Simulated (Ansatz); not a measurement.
# Tl3S under changes of volume

One of the cells (28.425 Å³/atom); the others are scaled copies at fixed shape and fractional positions:

```xyz
4
Lattice="-2.3510 2.3510 5.1428 2.3510 -2.3510 5.1428 2.3510 2.3510 -5.1428" Properties=species:S:1:pos:R:3 pbc="T T T"
Tl    0.0000    0.0000    5.1428
Tl    2.3510    0.0000    2.5714
Tl    0.0000    2.3510    2.5714
S     0.0000    0.0000    0.0000
```

The cell comes from a database or a generator and needn't be the stable form of this composition.

* Program: Ansatz 0.2.0
* Functional: PBE
* Potentials or basis: Ansatz PAW
* Cutoff: 420 eV (not typed: the program's choice for these potentials)
* k mesh: 8 × 8 × 8
* Occupations: fermi-dirac, width 0.05 eV
* Spin: no spin polarisation

```tsv
volume (Å³/atom)	energy over the lowest point (meV/atom)	pressure (GPa)
26.719	12.21	2.4
27.288	5.36	1.5
27.856	1.40	0.7
28.425	0.00	0.1
28.993	0.84	-0.5
29.562	?	?
30.130	8.27	-1.5
```

Problem. What does the run at 29.562 Å³/atom give?

Solution. Energy over the lowest point 3.68 meV/atom; pressure -1.0 GPa.

Worked out: A Birch-Murnaghan fit of order 3 (a polynomial in V^(-2/3)) to the other rows has its minimum at 28.48 Å³/atom with B0 = V·E''(V) = 31 GPa and B' = 5.2 at fixed shape and positions, which overstates the stiffness. It gives 3.68 meV/atom at 29.562 Å³/atom, against the run's 3.68, and -dE/dV = -1.1 GPa, against -1.0.

Energies are extrapolated to zero smearing.
